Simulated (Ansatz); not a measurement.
# C4H2F8: small, medium and large basis sets

An exercise on one series of results from a longer session: the logs are not shown, and one member is left open.

Computed with Ansatz 0.2.0, Gaussian basis. Level: one geometry, several basis sets.

Levels to be run: PBE0-D4/def2-SVP; ωB97M-V/def2-SVP; PBE0-D4/def2-QZVPP; ωB97M-V/def2-QZVPP; the functionals' def2-TZVPP values are taken from earlier runs.

### Structure used throughout

All runs share one geometry, relaxed beforehand with PBE0-D4 in a triple-zeta def2 set.

SMILES `FC(F)C(F)(C(F)F)C(F)(F)F`, 14 atoms, charge 0, spin multiplicity 1.

Atoms are counted from 1 here; the program's logs count them from 0.

Bond lengths: F1–C2 1.340 Å, C2–F3 1.353 Å, C2–C4 1.540 Å, C2–H13 1.093 Å, C4–F5 1.363 Å, C4–C6 1.540 Å, C4–C9 1.544 Å, C6–F7 1.342 Å, C6–F8 1.350 Å, C6–H14 1.093 Å, C9–F10 1.330 Å, C9–F11 1.335 Å, C9–F12 1.323 Å. Angles: F1–C2–F3 107.6°, F1–C2–C4 110.2°, F1–C2–H13 109.8°, F3–C2–C4 108.5°, F3–C2–H13 108.8°, C4–C2–H13 111.8°, C2–C4–F5 109.0°, C2–C4–C6 108.7°, C2–C4–C9 111.0°, F5–C4–C6 106.8°, F5–C4–C9 107.5°, C6–C4–C9 113.6°, C4–C6–F7 111.3°, C4–C6–F8 109.9°, C4–C6–H14 109.0°, F7–C6–F8 108.4°, F7–C6–H14 108.9°, F8–C6–H14 109.3° and more.

Geometry (Å):

```xyz
14

F    -0.86425   -0.19955    2.25018
C    -1.04642    0.20883    0.98724
F    -1.46791    1.49418    1.02905
C     0.28350    0.15532    0.21311
F     1.26005    0.73459    0.96634
C     0.14475    1.00242   -1.06530
F     1.20628    0.84786   -1.87086
F    -0.96183    0.63084   -1.74390
C     0.70779   -1.30486   -0.05568
F     0.72769   -2.00696    1.07317
F    -0.16145   -1.88295   -0.88708
F     1.91645   -1.36487   -0.59100
H    -1.81904   -0.39985    0.50991
H     0.06139    2.05589   -0.78639
```

The first run:

in.yaml

```yaml
crystal:
  periodic: [false, false, false]
  atoms:
    - {symbol: F, position_ang: [-0.864252, -0.199549, 2.250181]}
    - {symbol: C, position_ang: [-1.046415, 0.208825, 0.987242]}
    - {symbol: F, position_ang: [-1.467913, 1.494180, 1.029046]}
    - {symbol: C, position_ang: [0.283503, 0.155321, 0.213107]}
    - {symbol: F, position_ang: [1.260048, 0.734595, 0.966343]}
    - {symbol: C, position_ang: [0.144754, 1.002425, -1.065301]}
    - {symbol: F, position_ang: [1.206279, 0.847861, -1.870858]}
    - {symbol: F, position_ang: [-0.961827, 0.630835, -1.743902]}
    - {symbol: C, position_ang: [0.707786, -1.304856, -0.055678]}
    - {symbol: F, position_ang: [0.727688, -2.006957, 1.073171]}
    - {symbol: F, position_ang: [-0.161449, -1.882954, -0.887083]}
    - {symbol: F, position_ang: [1.916448, -1.364871, -0.590997]}
    - {symbol: H, position_ang: [-1.819036, -0.399847, 0.509914]}
    - {symbol: H, position_ang: [0.061386, 2.055891, -0.786387]}
basis:
  gaussian: {orbitals: def2-SVP}
hamiltonian: {xc: pbe0, dispersion: d4}
output: {orbitals: {seedname: orbitals}}
```

Started as:

```sh
$ ansatz run in.yaml --threads 4 --pin off --events-out ev --progress --plain --max-ram 46080MiB --backend cpu
```

Steps of the session up to this table: PBE0-D4 in def2-SVP; ωB97M-V in def2-SVP; PBE0-D4 in def2-QZVPP; ωB97M-V in def2-QZVPP.

One of the session's tables, all rows but one given; the rest of the session is left out.

It belongs to the step «Density functionals: the series». 

| functional | basis | HOMO (eV) | LUMO (eV) |
| --- | --- | --- | --- |
| PBE0-D4 | def2-SVP | -10.10 | 0.88 |
| PBE0-D4 | def2-TZVPP | -10.23 | 0.48 |
| PBE0-D4 | def2-QZVPP | -10.28 | 0.31 |
| ωB97M-V | def2-SVP | -12.47 | 3.15 |
| ωB97M-V | def2-TZVPP | ? | ? |
| ωB97M-V | def2-QZVPP | -12.68 | 2.01 |

Q: Estimate the row for ωB97M-V, def2-TZVPP from the others.

**Answer.** HOMO (eV): -12.63; LUMO (eV): 2.57. In the column «HOMO (eV)» it lies between ωB97M-V, def2-QZVPP (-12.68) and ωB97M-V, def2-SVP (-12.47).
